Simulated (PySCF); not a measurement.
# C4H3BrN2 (2-Bromopyrimidine): the cost of one run

Computed with PySCF 2.14.0, with density-fitted response routines of our own, on a single molecule, in the gas phase or a continuum. Atoms are numbered from 0 throughout.

### Step 1. Starting geometry

10 atoms, charge 0, multiplicity 1; geometry from: GFN2-xTB. The atoms were then displaced at random by about 0.01 Å, so the start is not that level's minimum.

Bonds of the start (Å): Br0–C1 1.91, C1–N2 1.32, N2–C3 1.27, C3–C4 1.40, C4–C5 1.40, C5–N6 1.34, N6–C1 1.31, C3–H7 1.09, C4–H8 1.08, C5–H9 1.08.

### Step 2. Relaxing the molecule at PBE0-D3(BJ)/def2-TZVP

The job: settings as JSON, then the geometry in Å.

```
{"job": {"xc": "PBE0", "basis": "def2-TZVP", "d3": "d3bj", "grid": 2, "shake": 0.01, "kind": "geom"}, "charge": 0, "multiplicity": 1}
Br     3.318350    -0.141200    -0.067100
C      1.413420    -0.054470    -0.035450
N      0.774830    -1.209990    -0.047560
C     -0.493230    -1.158560    -0.013720
C     -1.220070     0.036880     0.013000
C     -0.445980     1.200730     0.023510
N      0.888910     1.147060    -0.003160
H     -1.013650    -2.113390    -0.019560
H     -2.294820     0.087240     0.066940
H     -0.877320     2.184760     0.062050
```

The run is started by

```bash
> OMP_NUM_THREADS=1 python probes_run.py task.json out
```

The driver reads the jobs from task.json and runs them one after another.

**Question.** How long does this first job take on 1 thread of Arm Neoverse V1, shared host, and how much memory does it need?

About 4.1 min, with a peak of 1.2 GiB.
